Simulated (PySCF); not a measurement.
# C2H5GeN3: the cost of one run

Computed with PySCF 2.14.0 and routines of our own; the level stands in each step. Atoms count from 0.

## 1. The starting structure

11 atoms, charge 0, multiplicity 1; geometry from: GFN2-xTB.

## 2. Optimising the geometry at PBE0-D3(BJ)/def2-SVP

Job settings and geometry (Å):

```
{"job": {"xc": "PBE0", "basis": "def2-SVP", "d3": "d3bj", "grid": 1, "maxiter": 30, "shake": 0.01, "kind": "geom"}, "charge": 0, "multiplicity": 1}
Ge    -1.663330    -0.171690    -0.040870
N      0.145540     0.004620    -0.018890
C      0.901500     1.127450    -0.182100
N      2.212640     0.859860    -0.052310
N      2.285690    -0.466410     0.187740
C      1.090570    -0.950180     0.214700
H     -1.948340    -1.539900    -0.501150
H     -2.142190     0.897110    -1.009410
H     -2.188800     0.105370     1.359530
H      0.505930     2.095880    -0.367290
H      0.838910    -1.987940     0.394390
```

Launch:

```console
OMP_NUM_THREADS=1 python heavy_run.py task.json out
```

One launch serves the whole session: the jobs run in the order shown.

**Question.** How long does this first job take on 1 thread of Arm Neoverse V2, shared host, and how much memory does it need?

About 63 s, with a peak of 0.53 GiB.
